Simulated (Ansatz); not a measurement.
# H₅NOSi + H₂O: a complex and its separated parts, part 2 of 3

Ansatz 0.2.0, Gaussian basis.

## Step 9: PBE0-D4/def2-TZVPP

The inputs:

parta/in.yaml

```yaml
crystal:
  periodic: [false, false, false]
  atoms:
    - {symbol: Si, position_ang: [-1.139508, -0.567633, -0.078388]}
    - {symbol: H, position_ang: [-0.751065, -1.730613, -0.920170]}
    - {symbol: H, position_ang: [-2.591068, -0.524756, 0.203421]}
    - {symbol: O, position_ang: [-0.487657, -0.700302, 1.430843]}
    - {symbol: N, position_ang: [-0.670649, 0.796382, -0.987830]}
    - {symbol: H, position_ang: [0.466957, -0.752637, 1.494643]}
    - {symbol: H, position_ang: [0.038346, 0.751146, -1.698331]}
    - {symbol: H, position_ang: [-0.906740, 1.741616, -0.738991]}
basis:
  gaussian: {orbitals: def2-TZVPP}
hamiltonian: {xc: pbe0, dispersion: d4}
output: {orbitals: {seedname: orbitals}}
```

partb/in.yaml

```yaml
crystal:
  periodic: [false, false, false]
  atoms:
    - {symbol: O, position_ang: [1.941188, 0.381188, 0.810262]}
    - {symbol: H, position_ang: [1.387741, 0.636450, 0.069096]}
    - {symbol: H, position_ang: [2.712554, -0.030840, 0.415344]}
basis:
  gaussian: {orbitals: def2-TZVPP}
hamiltonian: {xc: pbe0, dispersion: d4}
output: {orbitals: {seedname: orbitals}}
```

Each run has its own folder and the same command.

The run is started by

```bash
> ansatz run in.yaml --threads 4 --pin off --events-out ev --progress --plain --max-ram 9574MiB
```

Log of parta, shortened:

```text
Functional definition: PBE0
  name "PBE0"
  cite "Adamo & Barone, J. Chem. Phys. 110, 6158 (1999) doi:10.1063/1.478522"
  cite "Perdew, Burke & Ernzerhof, Phys. Rev. Lett. 77, 3865 (1996) doi:10.1103/PhysRevLett.77.3865"
  parent pbe
[...]
892 factors; their error is unknown
[...]
mean field -11492.79421991 eV, -422.3523974859 hartree, gradient 3.6e-5 eV, S^2 0.000000; 0 other end points of the search recorded, 0 dependent functions left out
reference -11492.79424737 eV, -422.3523984952 hartree; 17, 17 occupied and 157, 157 virtual orbitals, 892 factors
Total energy: -11492.88918465 eV, -422.3558873757 hartree
```

Output in partb, shortened:

```text
Functional definition: PBE0
  name "PBE0"
  cite "Adamo & Barone, J. Chem. Phys. 110, 6158 (1999) doi:10.1063/1.478522"
  cite "Perdew, Burke & Ernzerhof, Phys. Rev. Lett. 77, 3865 (1996) doi:10.1103/PhysRevLett.77.3865"
  parent pbe
[...]
269 factors; their error is unknown
[...]
mean field -2078.42781550 eV, -76.3808134107 hartree, gradient 1.2e-5 eV, S^2 0.000000; 0 other end points of the search recorded, 0 dependent functions left out
reference -2078.42783000 eV, -76.3808139437 hartree; 5, 5 occupied and 54, 54 virtual orbitals, 269 factors
Total energy: -2078.43208569 eV, -76.3809703372 hartree
```

They took 1.1 s (parta), 0.15 s (partb) on 4 threads of Arm Neoverse V2, shared host.

## Step 10: B3LYP-D4/def2-TZVPP

Each input of step 9 (parta, partb) changes in the same lines:

```diff
-hamiltonian: {xc: pbe0, dispersion: d4}
-output: {orbitals: {seedname: orbitals}}
+hamiltonian: {xc: {name: B3LYP}, dispersion: d4}
```

One command serves all of them, each in its own folder.

The run is started by

```bash
> ansatz run in.yaml --threads 4 --pin off --events-out ev --progress --plain --max-ram 9574MiB
```

Log of parta, shortened:

```text
Functional definition: B3LYP
  name "B3LYP"
  cite "Stephens, Devlin, Chabalowski & Frisch, J. Phys. Chem. 98, 11623 (1994) doi:10.1021/j100096a001"
  cite "Becke, Phys. Rev. A 38, 3098 (1988) doi:10.1103/PhysRevA.38.3098"
  cite "Lee, Yang & Parr, Phys. Rev. B 37, 785 (1988) doi:10.1103/PhysRevB.37.785"
  cite "Vosko, Wilk & Nusair, Can. J. Phys. 58, 1200 (1980) doi:10.1139/p80-159"
[...]
892 factors; their error is unknown
[...]
mean field -11500.91329073 eV, -422.6507678352 hartree, gradient 4.1e-5 eV, S^2 0.000000; 0 other end points of the search recorded, 0 dependent functions left out
reference -11500.91352011 eV, -422.6507762649 hartree; 17, 17 occupied and 157, 157 virtual orbitals, 892 factors
Total energy: -11501.09856687 eV, -422.6575766078 hartree
```

Output in partb, shortened:

```text
Functional definition: B3LYP
  name "B3LYP"
  cite "Stephens, Devlin, Chabalowski & Frisch, J. Phys. Chem. 98, 11623 (1994) doi:10.1021/j100096a001"
  cite "Becke, Phys. Rev. A 38, 3098 (1988) doi:10.1103/PhysRevA.38.3098"
  cite "Lee, Yang & Parr, Phys. Rev. B 37, 785 (1988) doi:10.1103/PhysRevB.37.785"
  cite "Vosko, Wilk & Nusair, Can. J. Phys. 58, 1200 (1980) doi:10.1139/p80-159"
[...]
269 factors; their error is unknown
[...]
mean field -2080.76395559 eV, -76.4666649756 hartree, gradient 1.2e-5 eV, S^2 0.000000; 0 other end points of the search recorded, 0 dependent functions left out
reference -2080.76409395 eV, -76.4666700602 hartree; 5, 5 occupied and 54, 54 virtual orbitals, 269 factors
Total energy: -2080.77251973 eV, -76.4669797019 hartree
```

Times: 1.1 s (parta), 0.15 s (partb) on 4 threads of Arm Neoverse V2, shared host.

## Step 11: r2SCAN0-D4/def2-TZVPP

Each input of step 10 (parta, partb) changes in the same lines:

```diff
-hamiltonian: {xc: {name: B3LYP}, dispersion: d4}
+hamiltonian: {xc: {name: r2SCAN0}, dispersion: d4}
```

One command serves all of them, each in its own folder.

The run is started by

```bash
> ansatz run in.yaml --threads 4 --pin off --events-out ev --progress --plain --max-ram 9574MiB
```

Output in parta, shortened:

```text
Functional definition: r2SCAN0
  name "r2SCAN0"
  cite "Bursch, Neugebauer, Ehlert & Grimme, J. Chem. Phys. 156, 134105 (2022) doi:10.1063/5.0086040"
  cite "Furness, Kaplan, Ning, Perdew & Sun, J. Phys. Chem. Lett. 11, 8208 (2020) doi:10.1021/acs.jpclett.0c02405"
  cite "Furness, Kaplan, Ning, Perdew & Sun, J. Phys. Chem. Lett. 11, 9248 (2020) doi:10.1021/acs.jpclett.0c03077"
  parent r2scan
[...]
892 factors; their error is unknown
[...]
mean field -11496.97559018 eV, -422.5060600091 hartree, gradient 4.1e-5 eV, S^2 0.000000; 0 other end points of the search recorded, 0 dependent functions left out
reference -11496.97559876 eV, -422.5060603246 hartree; 17, 17 occupied and 157, 157 virtual orbitals, 892 factors
Total energy: -11497.00680008 eV, -422.5072069518 hartree
```

Log of partb, shortened:

```text
Functional definition: r2SCAN0
  name "r2SCAN0"
  cite "Bursch, Neugebauer, Ehlert & Grimme, J. Chem. Phys. 156, 134105 (2022) doi:10.1063/5.0086040"
  cite "Furness, Kaplan, Ning, Perdew & Sun, J. Phys. Chem. Lett. 11, 8208 (2020) doi:10.1021/acs.jpclett.0c02405"
  cite "Furness, Kaplan, Ning, Perdew & Sun, J. Phys. Chem. Lett. 11, 9248 (2020) doi:10.1021/acs.jpclett.0c03077"
  parent r2scan
[...]
269 factors; their error is unknown
[...]
mean field -2079.27470900 eV, -76.4119361728 hartree, gradient 2.0e-5 eV, S^2 0.000000; 0 other end points of the search recorded, 0 dependent functions left out
reference -2079.27471310 eV, -76.4119363235 hartree; 5, 5 occupied and 54, 54 virtual orbitals, 269 factors
Total energy: -2079.27611721 eV, -76.4119879235 hartree
```

They took 1.9 s (parta), 0.4 s (partb) on 4 threads of Arm Neoverse V2, shared host.

## Step 12: BHLYP-D4/def2-TZVPP

The same edit goes into each in.yaml of step 11 (parta, partb):

```diff
-hamiltonian: {xc: {name: r2SCAN0}, dispersion: d4}
+hamiltonian: {xc: {name: BHLYP}, dispersion: d4}
```

The same command starts each run, in its folder.

The run is started by

```bash
> ansatz run in.yaml --threads 4 --pin off --events-out ev --progress --plain --max-ram 9574MiB
```

Output in parta, shortened:

```text
Functional definition: BHLYP
  name "BHLYP"
  cite "Becke, J. Chem. Phys. 98, 1372 (1993) doi:10.1063/1.464304"
  cite "Becke, Phys. Rev. A 38, 3098 (1988) doi:10.1103/PhysRevA.38.3098"
  cite "Lee, Yang & Parr, Phys. Rev. B 37, 785 (1988) doi:10.1103/PhysRevB.37.785"
[...]
951 factors; their error is unknown
[...]
mean field -11498.34423829 eV, -422.5563568996 hartree, gradient 5.0e-5 eV, S^2 0.000000; 0 other end points of the search recorded, 0 dependent functions left out
reference -11498.34439411 eV, -422.5563626257 hartree; 17, 17 occupied and 157, 157 virtual orbitals, 951 factors
Total energy: -11498.47856666 eV, -422.5612933761 hartree
```

Log of partb, shortened:

```text
Functional definition: BHLYP
  name "BHLYP"
  cite "Becke, J. Chem. Phys. 98, 1372 (1993) doi:10.1063/1.464304"
  cite "Becke, Phys. Rev. A 38, 3098 (1988) doi:10.1103/PhysRevA.38.3098"
  cite "Lee, Yang & Parr, Phys. Rev. B 37, 785 (1988) doi:10.1103/PhysRevB.37.785"
[...]
295 factors; their error is unknown
[...]
mean field -2079.57892887 eV, -76.4231160466 hartree, gradient 2.0e-5 eV, S^2 0.000000; 0 other end points of the search recorded, 0 dependent functions left out
reference -2079.57901965 eV, -76.4231193830 hartree; 5, 5 occupied and 54, 54 virtual orbitals, 295 factors
Total energy: -2079.58397131 eV, -76.4233013528 hartree
```

Times: 1.1 s (parta), 0.15 s (partb) on 4 threads of Arm Neoverse V2, shared host.

## Step 13: CAM-B3LYP-D4/def2-TZVPP

The same edit goes into each in.yaml of step 12 (parta, partb):

```diff
-hamiltonian: {xc: {name: BHLYP}, dispersion: d4}
+hamiltonian: {xc: {name: CAM-B3LYP}, dispersion: d4}
```

The same command starts each run, in its folder.

The run is started by

```bash
> ansatz run in.yaml --threads 4 --pin off --events-out ev --progress --plain --max-ram 9574MiB
```

parta printed, shortened:

```text
Functional definition: CAM-B3LYP
  name "CAM-B3LYP"
  cite "Yanai, Tew & Handy, Chem. Phys. Lett. 393, 51 (2004) doi:10.1016/j.cplett.2004.06.011"
  cite "Iikura, Tsuneda, Yanai & Hirao, J. Chem. Phys. 115, 3540 (2001) doi:10.1063/1.1383587"
  cite "Becke, Phys. Rev. A 38, 3098 (1988) doi:10.1103/PhysRevA.38.3098"
  cite "Lee, Yang & Parr, Phys. Rev. B 37, 785 (1988) doi:10.1103/PhysRevB.37.785"
[...]
  # Exact exchange under (alpha + beta erf(omega r))/r, Becke's under what is left of 1/r.
[...]
892 factors; their error is unknown
237 factors; integrals over basis functions are off by at most 1.4e-5 eV
[...]
mean field -11499.11793874 eV, -422.5847898666 hartree, gradient 4.7e-5 eV, S^2 0.000000; 0 other end points of the search recorded, 0 dependent functions left out
reference -11499.11805036 eV, -422.5847939684 hartree; 17, 17 occupied and 157, 157 virtual orbitals, 892 factors
Total energy: -11499.21293982 eV, -422.5882810918 hartree
```

Output in partb, shortened:

```text
Functional definition: CAM-B3LYP
  name "CAM-B3LYP"
  cite "Yanai, Tew & Handy, Chem. Phys. Lett. 393, 51 (2004) doi:10.1016/j.cplett.2004.06.011"
  cite "Iikura, Tsuneda, Yanai & Hirao, J. Chem. Phys. 115, 3540 (2001) doi:10.1063/1.1383587"
  cite "Becke, Phys. Rev. A 38, 3098 (1988) doi:10.1103/PhysRevA.38.3098"
  cite "Lee, Yang & Parr, Phys. Rev. B 37, 785 (1988) doi:10.1103/PhysRevB.37.785"
[...]
  # Exact exchange under (alpha + beta erf(omega r))/r, Becke's under what is left of 1/r.
[...]
269 factors; their error is unknown
72 factors; integrals over basis functions are off by at most 2.1e-5 eV
[...]
mean field -2079.99969074 eV, -76.4385787603 hartree, gradient 1.0e-5 eV, S^2 0.000000; 0 other end points of the search recorded, 0 dependent functions left out
reference -2079.99975817 eV, -76.4385812382 hartree; 5, 5 occupied and 54, 54 virtual orbitals, 269 factors
Total energy: -2080.00382399 eV, -76.4387306546 hartree
```

Times: 1.2 s (parta), 0.2 s (partb) on 4 threads of Arm Neoverse V2, shared host.

## Step 14: wB97X-V/def2-TZVPP

Each input of step 13 (parta, partb) changes in the same lines:

```diff
-hamiltonian: {xc: {name: CAM-B3LYP}, dispersion: d4}
+hamiltonian: {xc: {name: wB97X-V}}
```

The same command starts each run, in its folder.

The run is started by

```bash
> ansatz run in.yaml --threads 4 --pin off --events-out ev --progress --plain --max-ram 9574MiB
```

Output in parta, shortened:

```text
Functional definition: wB97X-V
  name "wB97X-V"
  cite "Mardirossian & Head-Gordon, Phys. Chem. Chem. Phys. 16, 9904 (2014) doi:10.1039/C3CP54374A"
  cite "Becke, J. Chem. Phys. 107, 8554 (1997) doi:10.1063/1.475007"
  cite "Vydrov & Van Voorhis, J. Chem. Phys. 133, 244103 (2010) doi:10.1063/1.3521275"
[...]
      + integral(e_c_pw_opposite_spin*poly(b97_u_opposite, cos0, cos1)) + vv10(b, c)
892 factors; their error is unknown
214 factors; integrals over basis functions are off by at most 1.1e-5 eV
[...]
mean field -11497.70911136 eV, -422.5330164155 hartree, gradient 4.2e-5 eV, S^2 0.000000; 0 other end points of the search recorded, 0 dependent functions left out
reference -11497.70910955 eV, -422.5330163489 hartree; 17, 17 occupied and 157, 157 virtual orbitals, 892 factors
Total energy: -11497.70910955 eV, -422.5330163489 hartree
```

Log of partb, shortened:

```text
Functional definition: wB97X-V
  name "wB97X-V"
  cite "Mardirossian & Head-Gordon, Phys. Chem. Chem. Phys. 16, 9904 (2014) doi:10.1039/C3CP54374A"
  cite "Becke, J. Chem. Phys. 107, 8554 (1997) doi:10.1063/1.475007"
  cite "Vydrov & Van Voorhis, J. Chem. Phys. 133, 244103 (2010) doi:10.1063/1.3521275"
[...]
      + integral(e_c_pw_opposite_spin*poly(b97_u_opposite, cos0, cos1)) + vv10(b, c)
269 factors; their error is unknown
69 factors; integrals over basis functions are off by at most 2.2e-5 eV
[...]
mean field -2079.88766782 eV, -76.4344619937 hartree, gradient 2.2e-5 eV, S^2 0.000000; 0 other end points of the search recorded, 0 dependent functions left out
reference -2079.88766692 eV, -76.4344619608 hartree; 5, 5 occupied and 54, 54 virtual orbitals, 269 factors
Total energy: -2079.88766692 eV, -76.4344619608 hartree
```

Wall times: 3 s (parta), 0.35 s (partb) on 4 threads of Arm Neoverse V2, shared host.

## Step 15: wB97M-V/def2-TZVPP

The same edit goes into each in.yaml of step 14 (parta, partb):

```diff
-hamiltonian: {xc: {name: wB97X-V}}
+hamiltonian: {xc: {name: wB97M-V}}
```

The same command starts each run, in its folder.

The run is started by

```bash
> ansatz run in.yaml --threads 4 --pin off --events-out ev --progress --plain --max-ram 9574MiB
```

parta printed, shortened:

```text
Functional definition: wB97M-V
  name "wB97M-V"
  cite "Mardirossian & Head-Gordon, J. Chem. Phys. 144, 214110 (2016) doi:10.1063/1.4952647"
  cite "Becke, J. Chem. Phys. 107, 8554 (1997) doi:10.1063/1.475007"
  cite "Vydrov & Van Voorhis, J. Chem. Phys. 133, 244103 (2010) doi:10.1063/1.3521275"
  # Of w^i u^j: cxij and so on, Table III.
[...]
  gx(w, u) = 1 - cx + cx01*u + cx10*w
[...]
      + integral(e_c_pw_mod_opposite_spin*gos(b97_w_opposite, b97_u_opposite)) + vv10(b, c)
892 factors; their error is unknown
214 factors; integrals over basis functions are off by at most 1.1e-5 eV
[...]
mean field -11498.20445317 eV, -422.5512198912 hartree, gradient 1.4e-5 eV, S^2 0.000000; 0 other end points of the search recorded, 0 dependent functions left out
reference -11498.20449743 eV, -422.5512215178 hartree; 17, 17 occupied and 157, 157 virtual orbitals, 892 factors
Total energy: -11498.20449743 eV, -422.5512215178 hartree
```

Log of partb, shortened:

```text
Functional definition: wB97M-V
  name "wB97M-V"
  cite "Mardirossian & Head-Gordon, J. Chem. Phys. 144, 214110 (2016) doi:10.1063/1.4952647"
  cite "Becke, J. Chem. Phys. 107, 8554 (1997) doi:10.1063/1.475007"
  cite "Vydrov & Van Voorhis, J. Chem. Phys. 133, 244103 (2010) doi:10.1063/1.3521275"
  # Of w^i u^j: cxij and so on, Table III.
[...]
  gx(w, u) = 1 - cx + cx01*u + cx10*w
[...]
      + integral(e_c_pw_mod_opposite_spin*gos(b97_w_opposite, b97_u_opposite)) + vv10(b, c)
269 factors; their error is unknown
69 factors; integrals over basis functions are off by at most 2.2e-5 eV
[...]
mean field -2079.85937572 eV, -76.4334222783 hartree, gradient 2.9e-5 eV, S^2 0.000000; 0 other end points of the search recorded, 0 dependent functions left out
reference -2079.85939773 eV, -76.4334230871 hartree; 5, 5 occupied and 54, 54 virtual orbitals, 269 factors
Total energy: -2079.85939773 eV, -76.4334230871 hartree
```

Wall times: 3.4 s (parta), 0.35 s (partb) on 4 threads of Arm Neoverse V2, shared host.

## Step 16: B2PLYP/def2-TZVPP

The same edit goes into each in.yaml of step 15 (parta, partb):

```diff
-hamiltonian: {xc: {name: wB97M-V}}
+hamiltonian: {xc: {name: B2PLYP}}
```

The same command starts each run, in its folder.

The run is started by

```bash
> ansatz run in.yaml --threads 4 --pin off --events-out ev --progress --plain --max-ram 9574MiB
```

Log of parta, shortened:

```text
Functional definition: B2PLYP
  name "B2PLYP"
  cite "Grimme, J. Chem. Phys. 124, 034108 (2006) doi:10.1063/1.2148954"
  cite "Becke, Phys. Rev. A 38, 3098 (1988) doi:10.1103/PhysRevA.38.3098"
  cite "Lee, Yang & Parr, Phys. Rev. B 37, 785 (1988) doi:10.1103/PhysRevB.37.785"
[...]
1016 factors; integrals over basis functions are off by at most 8.9e-4 eV
[...]
mean field -11489.21866879 eV, -422.2209984058 hartree, gradient 4.0e-6 eV, S^2 0.000000; 0 other end points of the search recorded, 0 dependent functions left out
7 core orbitals not correlated: weight in the atoms' cores, before any rotation towards them, 1.000 or more for the frozen orbitals, at most 0.000 for the correlated occupied ones
reference -11489.21881426 eV, -422.2210037519 hartree; 10, 10 occupied and 157, 157 virtual orbitals, 1016 factors
second order -19.16988592 eV of doubles, -0.00000000 eV of singles
Total energy: -11494.39468346 eV, -422.4112134367 hartree
```

partb printed, shortened:

```text
Functional definition: B2PLYP
  name "B2PLYP"
  cite "Grimme, J. Chem. Phys. 124, 034108 (2006) doi:10.1063/1.2148954"
  cite "Becke, Phys. Rev. A 38, 3098 (1988) doi:10.1103/PhysRevA.38.3098"
  cite "Lee, Yang & Parr, Phys. Rev. B 37, 785 (1988) doi:10.1103/PhysRevB.37.785"
[...]
361 factors; integrals over basis functions are off by at most 7.6e-4 eV
[...]
mean field -2077.03829949 eV, -76.3297496393 hartree, gradient 9.9e-7 eV, S^2 0.000000; 0 other end points of the search recorded, 0 dependent functions left out
1 core orbitals not correlated: weight in the atoms' cores, before any rotation towards them, 1.000 or more for the frozen orbitals, at most 0.000 for the correlated occupied ones
reference -2077.03838452 eV, -76.3297527638 hartree; 4, 4 occupied and 54, 54 virtual orbitals, 361 factors
second order -8.41861626 eV of doubles, -0.00000000 eV of singles
Total energy: -2079.31141091 eV, -76.4132849429 hartree
```

Times: 1.8 s (parta), 0.2 s (partb) on 4 threads of Arm Neoverse V2, shared host.

[end of part 2 of 3]
